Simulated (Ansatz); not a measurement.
The same calculation of HfMg₃, space group I4/mmm as a Python script and as an input file (Ansatz's Python interface).

`hfmg3_deck.py`:
```python
import logging
import sys

import ansatz as az
import numpy as np

logging.basicConfig(stream=sys.stdout, format='%(levelname)s %(message)s')
log = logging.getLogger('hfmg3')
log.setLevel(logging.INFO)

config = {
    'crystal': {
        'lattice': [
            [-2.226353, 2.226353, 4.48462],
            [2.226353, -2.226353, 4.48462],
            [2.226353, 2.226353, -4.48462],
        ],
        'atoms': [
            {'symbol': 'Mg', 'position': [0.5, 0.5, 0.0]},
            {'symbol': 'Mg', 'position': [0.25, 0.75, 0.5]},
            {'symbol': 'Mg', 'position': [0.75, 0.25, 0.5]},
            {'symbol': 'Hf', 'position': [0.0, 0.0, 0.0]},
        ],
    },
    'kpoints': {'mp_grid': {'kspacing': 0.3}},
    'hamiltonian': {'xc': 'pbe'},
    'scf': {'occupations': {'method': 'cold', 'width': 0.05}},
    'output': {'forces': True, 'stress': True, 'eigenvalues': True},
}

result = az.Session.from_dict(config).plan(threads=1).execute()
summary = result.report

energy = summary['free_energy_ev']
log.info('HfMg3: {:.6f} eV = {:.6f} Ry = {:.6f} Ha'.format(energy, energy / 13.605693, energy / 27.211386))
log.info('Fermi level {:.4f} eV, {} k-points, {} symmetry operations'.format(summary['fermi_energy_ev'], summary['n_kpoints'], summary['n_symmetry_ops']))

log.info('forces (eV/A)')
for site, force in zip(result.lattice.sites, summary['forces_ev_ang']):
    log.info(f'  {site.symbol:2s} {force[0]:9.4f} {force[1]:9.4f} {force[2]:9.4f}')

stress = np.array(summary['stress_gpa'])
log.info(f'pressure {np.trace(stress) / 3:.3f} GPa')
log.info('stress tensor, GPa, positive in compression')
print(np.round(stress, 3) + 0.0)

fermi = summary['fermi_energy_ev']
log.info('levels less the Fermi level (eV) at the first k-points')
for k, levels in list(zip(summary['kpoints_frac'], summary['eigenvalues_ev']))[:3]:
    log.info('k = ({:.3f}, {:.3f}, {:.3f})'.format(*k))
    print('   ', ' '.join(f'{e - fermi:.3f}' for e in levels))
```

```console
$ python hfmg3_deck.py
DeckWarning: basis.ecutwfc = 420 eV, auto-derived from the records' recommended cutoffs: set by Mg (normal level)
INFO HfMg3: -21491.776702 eV = -1579.616467 Ry = -789.808233 Ha
INFO Fermi level 9.1208 eV, 40 k-points, 16 symmetry operations
INFO forces (eV/A)
INFO   Mg    0.0000    0.0000   -0.0000
INFO   Mg   -0.0000   -0.0000    0.0000
INFO   Mg   -0.0000    0.0000    0.0000
INFO   Hf    0.0000    0.0000    0.0000
INFO pressure -0.054 GPa
INFO stress tensor, GPa, positive in compression
[[ 0.546  0.     0.   ]
 [ 0.     0.546  0.   ]
 [ 0.     0.    -1.254]]
INFO levels less the Fermi level (eV) at the first k-points
INFO k = (0.000, 0.000, 0.000)
    -75.223 -75.221 -75.178 -62.457 -41.991 -41.991 -41.977 -41.973 -41.973 -41.964 -41.950 -41.919 -41.919 -31.121 -31.054 -31.054 -12.457 -12.453 -12.453 -12.444 -12.438 -12.412 -12.412 -6.842 -0.860 -0.718 -0.315 -0.315 0.458 1.226 2.640 2.640 2.867 3.847
INFO k = (0.000, 0.000, 0.143)
    -75.223 -75.221 -75.178 -62.457 -41.992 -41.987 -41.977 -41.975 -41.973 -41.965 -41.951 -41.919 -41.919 -31.121 -31.056 -31.055 -12.457 -12.453 -12.453 -12.443 -12.438 -12.412 -12.412 -6.497 -0.848 -0.788 -0.778 -0.614 0.311 0.970 2.280 2.635 2.789 4.443
INFO k = (0.000, 0.000, 0.286)
    -75.223 -75.222 -75.178 -62.457 -41.994 -41.985 -41.979 -41.972 -41.971 -41.966 -41.953 -41.919 -41.918 -31.121 -31.060 -31.059 -12.456 -12.454 -12.454 -12.442 -12.438 -12.412 -12.412 -5.497 -1.676 -1.134 -1.095 -0.860 -0.163 0.729 1.429 2.729 3.265 4.278
```
(Warnings from the package without file and line, repeats left out.)

`input.yaml`:
```yaml
crystal:
  lattice:
    - [-2.226353, 2.226353, 4.48462]
    - [2.226353, -2.226353, 4.48462]
    - [2.226353, 2.226353, -4.48462]
  atoms:
    - { symbol: Mg, position: [0.5, 0.5, 0.0] }
    - { symbol: Mg, position: [0.25, 0.75, 0.5] }
    - { symbol: Mg, position: [0.75, 0.25, 0.5] }
    - { symbol: Hf, position: [0.0, 0.0, 0.0] }
kpoints:
  mp_grid: { kspacing: 0.3 }
hamiltonian:
  xc: pbe
scf:
  occupations: { method: cold, width: 0.05 }
output:
  forces: true
  stress: true
  eigenvalues: true
```

Launched from the shell:
```console
$ ansatz run input.yaml --threads 1 --pin off --max-ram 3072MiB --backend cpu --events-out ev --progress --plain --runs-dir out
Engine: ansatz 0.2.0, x86_64-unknown-linux-gnu
Pseudopotentials: kind: paw
Pseudopotential: Mg, paw, valence charge 10, recommended cutoff 420 eV (normal), Mg.paw.azcp
Pseudopotential: Hf, paw, valence charge 26, recommended cutoff 420 eV (normal), Hf.paw.azcp
Functional definition: PBE
  parameter kappa = 0.804
  parameter beta = 0.06672455060314922
  exchange = pbe_x(kappa = kappa, mu = beta*pi^2/3)
  correlation = pbe_c(beta = beta)
Crystal: 4 atoms, lattice volume = 88.915 Å³
Basis set: ecut = 420 eV, 1743 PW (Γ), exchange–correlation on 80×80×80 points (8 copies of the dense FFT grid, shifted against one another)
Bands: 34, of which v1, the nominal top of the filled ones, is band 28 counted from 1 (27 counted from 0)
Symmetry: 16 space group operations
Space group: I4/mmm (ITA 139), of the structure as read, at distance tolerance 4.5e-5 Å
k-points: 40 of 343
Non-local potential: Mg, projectors of the file, l = 0: 3, l = 1: 2, l = 2: 1
Non-local potential: Hf, projectors of the file, l = 0: 3, l = 1: 2, l = 2: 2, l = 3: 3
PAW form: soft (Blöchl's): semilocal exchange-correlation on the pseudo side does not see the compensation charge
PAW one-centre angular grid: Mg, 110 points (default); XC on 64 Gauss nodes
PAW one-centre angular grid: Hf, 590 points (default); XC on 64 Gauss nodes
Initial density: superposition of atomic densities (neutral atoms: chi_scale 0, normalization atom), corrected by the library's trained network
Initial wavefunctions: pseudopotential atomic-orbital guess
Functional: x = pbe(κ = 0.804, μ = 0.2195149727645171), c = pbe(β = 0.06672455060314922)
SCF iter   1: F=—  HF=-21491.777631 eV  |F-HF|=—  |Δ(HF+E_count)|=         —  Δρ=2.19e-3  dr2=4.84e-3  ethr=1.77e-3  ⟨swp⟩=6.0  Hψ=5737  notcnv=0
preconditioner: auto → Kerker (q_TF=auto, 2.526 Å⁻¹)  [metal: Δε(μ)=0.012 eV  Ē_g=10.434 eV  σ=0.050 eV  W_gap=0.16  n_scr=22 (ndim 8)  ℏωp=19.3 eV  f_vac=0.000  D(μ)=6.19/eV (n_scr^D=68)]
SCF iter   2: F=—  HF=-21491.776928 eV  |F-HF|=—  |Δ(HF+E_count)|=   7.03e-4  S|Δr|=    0.00e0  Δρ=1.27e-3  dr2=1.73e-3  ethr=8.64e-6  ⟨swp⟩=1.2  Hψ=1737  notcnv=0
SCF iter   3: F=—  HF=-21491.776743 eV  |F-HF|=—  |Δ(HF+E_count)|=   1.85e-4  S|Δr|=    0.00e0  Δρ=2.45e-4  dr2=8.44e-5  ethr=3.10e-6  ⟨swp⟩=2.0  Hψ=1785  notcnv=0
SCF iter   4: F=—  HF=-21491.776727 eV  |F-HF|=—  |Δ(HF+E_count)|=   1.59e-5  S|Δr|=    0.00e0  Δρ=1.58e-4  dr2=3.23e-5  ethr=1.51e-7  ⟨swp⟩=2.0  Hψ=2309  notcnv=0
SCF iter   5: F=—  HF=-21491.776703 eV  |F-HF|=—  |Δ(HF+E_count)|=   2.32e-5  S|Δr|=    0.00e0  Δρ=5.60e-5  dr2=4.08e-6  ethr=5.78e-8  ⟨swp⟩=2.0  Hψ=2307  notcnv=0
SCF iter   6: F=—  HF=-21491.776702 eV  |F-HF|=—  |Δ(HF+E_count)|=   1.37e-6  S|Δr|=    0.00e0  Δρ=2.05e-5  dr2=5.25e-7  ethr=7.29e-9  ⟨swp⟩=2.0  Hψ=2281  notcnv=0
SCF iter   7: F=-21491.776702 eV  HF=-21491.776702 eV  |F-HF|=2.14e-8  |Δ(HF+E_count)|=   2.37e-7  S|Δr|=    0.00e0  Δρ=5.20e-6  dr2=3.29e-8  ethr=1.79e-10  ⟨swp⟩=7.5  Hψ=5604  notcnv=0
SCF 1 converged in 7 iterations: F = -21491.776702 eV  dr2 = 3.29e-8
  greatest PAW one-centre occupation: 1.000 electrons in one spin orbital (limit 2), on the Mg atom at site 2 (counted from 0), in its partial waves of l = 0
SCF converged after 7 iterations
Stability not checked: this state was not tested for a lower state beside it, because cold or Methfessel-Paxton smearing, or corrected tetrahedra, fill the levels in a way that the test cannot read (fill_not_monotonic; see scf.lower_state_search)
Free energy (F): -21491.776702 eV
Harris-Foulkes:  -21491.776702 eV  (|F-HF|=2.14e-8)
Internal energy: -21491.777128 eV  (E = F + TS)
E sigma→0 (E₀):  -21491.776844 eV
Entropy (-TS):   0.000426 eV (0.107 meV/atom)
Fermi energy:    9.120827 eV
Step filling:    the computed levels leave a gap of 0.0203 eV = 0.4 smearing widths at the electron count; against every level under it full and every level over it empty, smearing changes F+E_penalty+E_count by +0.755 meV and its σ→0 estimate by +0.613 meV
--- Per-component energies (eV) ---
  E_band       = -1203.294188
  E_kinetic    = 646.817660
  E_local      = -11109.504526  (includes V_loc(G=0)·N_el)
  E_nonlocal   = -958.194718
  E_hartree    = 4624.951434
  E_xc         = -384.447943
  E_vxc        = -375.002143  (∫ρ·V_xc dr)
  E_paw        = -7802.878932  (= ΣΔE_a)
  E_vpaw       = 1342.689106  (= ΣTr[D̂ρ^β])
  E_aug_tail   = -0.000009  (compensation charges beyond the density's cutoff)
  E_ewald      = -6508.520093
  E_smearing   = 0.000426  (= −TS)
  E_closure    = 0.000000  (closes the sum)
  Σ components = -21491.776702   (vs F -21491.776702, Δ=0.00e0)
--- Forces (eV/Å), atoms counted from 1 ---
  atom   1  Mg     0.00000000     0.00000000    -0.00000000
  atom   2  Mg    -0.00000000    -0.00000000     0.00000000
  atom   3  Mg    -0.00000000     0.00000000     0.00000000
  atom   4  Hf     0.00000000     0.00000000     0.00000000
  max |Σ_I F_I| component: 3.47e-18 eV/Å
--- Stress (GPa, compression-positive) ---
        0.545634       0.000000       0.000000
        0.000000       0.545634       0.000000
        0.000000       0.000000      -1.253711
  P = ⅓ Tr σ = -0.0541 GPa (-0.541 kbar)
--- Band table (eV; the first three rows and the last of 40) ---
  k-point 0: bands = ["-66.1025", "-66.1001", "-66.0576", "-53.3360", "-32.8703", "-32.8703", "-32.8557", "-32.8526", "-32.8526", "-32.8430", "-32.8295", "-32.7982", "-32.7982", "-22.0002", "-21.9330", "-21.9330", "-3.3364", "-3.3322", "-3.3322", "-3.3228", "-3.3171", "-3.2913", "-3.2913", "2.2785", "8.2610", "8.4028", "8.8058", "8.8058", "9.5792", "10.3465", "11.7607", "11.7607", "11.9882", "12.9678"]
  k-point 1: bands = ["-66.1023", "-66.1003", "-66.0576", "-53.3360", "-32.8714", "-32.8666", "-32.8563", "-32.8539", "-32.8522", "-32.8439", "-32.8302", "-32.7983", "-32.7978", "-22.0001", "-21.9350", "-21.9345", "-3.3361", "-3.3325", "-3.3324", "-3.3224", "-3.3172", "-3.2914", "-3.2913", "2.6239", "8.2730", "8.3325", "8.3431", "8.5070", "9.4319", "10.0911", "11.4010", "11.7557", "11.9102", "13.5641"]
  k-point 2: bands = ["-66.1017", "-66.1008", "-66.0576", "-53.3359", "-32.8736", "-32.8647", "-32.8582", "-32.8514", "-32.8497", "-32.8457", "-32.8323", "-32.7985", "-32.7971", "-21.9998", "-21.9391", "-21.9381", "-3.3355", "-3.3331", "-3.3327", "-3.3216", "-3.3176", "-3.2915", "-3.2913", "3.6241", "7.4449", "7.9872", "8.0262", "8.2613", "8.9583", "9.8497", "10.5502", "11.8493", "12.3862", "13.3993"]
  k-point 39: bands = ["-66.1023", "-66.1002", "-66.0576", "-53.3360", "-32.8702", "-32.8701", "-32.8538", "-32.8530", "-32.8468", "-32.8431", "-32.8378", "-32.7978", "-32.7978", "-22.0021", "-21.9350", "-21.9330", "-3.3359", "-3.3328", "-3.3325", "-3.3222", "-3.3174", "-3.2916", "-3.2911", "4.3096", "4.5786", "7.4521", "8.6370", "9.4699", "10.0892", "10.1686", "10.3774", "10.8732", "13.4700", "15.6601"]
```

Caveats:
- Total energies depend on the potentials; only differences at equal settings carry meaning. A total without «per atom» is that of the cell as typed.
- No spin polarisation was allowed.
- The computed bands are complete only to about 3.8 eV above the Fermi level.
- For a metal this k-point mesh is coarse: on a finer one energies can move by several to tens of meV an atom and pressures by half a GPa or more, differences at one mesh by less.
- The zero of the levels is a convention of the potentials, so an absolute Fermi energy is no work function.
- The structure comes from a database of computed cells and needn't be a stable or known phase.
- Levels are Kohn-Sham eigenvalues on this mesh, without spin-orbit coupling.
- Hardware and time: 4.3 s on 1 thread of AMD EPYC 7B13 (Zen 3), with other jobs on the host, peak memory 0.5 GiB.

(Lines on the test bed's own set-up are left out of the output.)
